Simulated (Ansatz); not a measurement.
# Cr3BRh: magnetic order and moments

An exercise on one series of results from a longer session: the logs are not shown, and one member is left open.

Computed with Ansatz 0.2.0 (DFT PBE, scalar-relativistic, plane waves, PAW, unless a step's input says otherwise).

### The starting structure

Symmetry: Pm-3m, No. 221, cubic system. The conventional cell has a = 3.821 Å, b = 3.821 Å, c = 3.821 Å, α = 90.00°, β = 90.00°, γ = 90.00°. Rh (site symmetry m-3m) has 12 Cr at 2.70 Å as nearest neighbours. B (site symmetry m-3m) has 6 Cr at 1.91 Å as nearest neighbours. Cr (site symmetry 4/mmm) has 2 B at 1.91 Å as nearest neighbours.

Structure file:

```
Rh B Cr
1.0
     3.82053    0.00000    0.00000
     0.00000    3.82053    0.00000
     0.00000    0.00000    3.82053
Rh B Cr
1 1 3
Cartesian
  0.0000 0.0000 0.0000
  1.9103 1.9103 1.9103
  1.9103 1.9103 0.0000
  1.9103 0.0000 1.9103
  0.0000 1.9103 1.9103
```

The structure is invented: a known structure type filled with these elements, not a reported compound.

The first run:

(A quick probe on a coarse mesh, which set the mesh and smearing, is not shown.)

File input.yaml:

```yaml
crystal:
  lattice:
    - [3.8205348109, 0.0, 0.0]
    - [0.0, 3.8205348109, 0.0]
    - [0.0, 0.0, 3.8205348109]
  atoms:
    - { symbol: Rh, position: [0.0, 0.0, 0.0] }
    - { symbol: B, position: [0.5, 0.5, 0.5] }
    - { symbol: Cr, position: [0.5, 0.5, 0.0] }
    - { symbol: Cr, position: [0.5, 0.0, 0.5] }
    - { symbol: Cr, position: [0.0, 0.5, 0.5] }
basis:
  ecutwfc: 420
kpoints:
  mp_grid: { grid: [6, 6, 6] }
hamiltonian:
  xc: pbe
scf:
  occupations: { method: gaussian, width: 0.1 }
output:
  forces: true
  stress: true
  eigenvalues: true
relax:
  adjacent_minimum: "off"
  f_tol: 0.05
  max_steps: 80
  cell: { stress_tol: 0.5 }
```

Launch:

```bash
$ ansatz run input.yaml --threads 1 --pin off --max-ram 2560MiB --backend cpu --events-out ev --progress --plain --runs-dir out
```

Steps of the session up to this table: Coarse relaxation; Relaxing cell and atoms; Magnetic start: large parallel starting moments; Magnetic start: ferrimagnetic in the cell, signs ++-; Magnetic start: antiferromagnetic, doubled cell, propagation vector (0, 0, 1/2); Magnetic start: antiferromagnetic, doubled cell, propagation vector (0, 1/2, 1/2); Start: antiferromagnetic, doubled cell, propagation vector (1/2, 1/2, 1/2).

One of the session's tables, all rows but one given; the rest of the session is left out.

It belongs to the step «Which state is lowest». 

| start | energy above the lowest (meV/atom) | pressure (GPa) |
| --- | --- | --- |
| antiferromagnetic, doubled cell, propagation vector (1/2, 1/2, 1/2) | 0.00 | 3.3 |
| antiferromagnetic, doubled cell, propagation vector (0, 1/2, 1/2) | ? | ? |
| ferrimagnetic in the cell, signs ++- | 4.20 | 2.6 |
| antiferromagnetic, doubled cell, propagation vector (0, 0, 1/2) | 5.84 | 1.0 |
| no spin | 9.43 | 0.0 |
| large parallel starting moments | 9.43 | 0.0 |

**Question.** Estimate the row for antiferromagnetic, doubled cell, propagation vector (0, 1/2, 1/2).

As computed: energy above the lowest (meV/atom): 3.97; pressure (GPa): 1.7. In the column «energy above the lowest (meV/atom)» it lies between antiferromagnetic, doubled cell, propagation vector (1/2, 1/2, 1/2) (0.00) and ferrimagnetic in the cell, signs ++- (4.20).

Limits of these values: Warnings in the runs' records: seeded moment not kept.
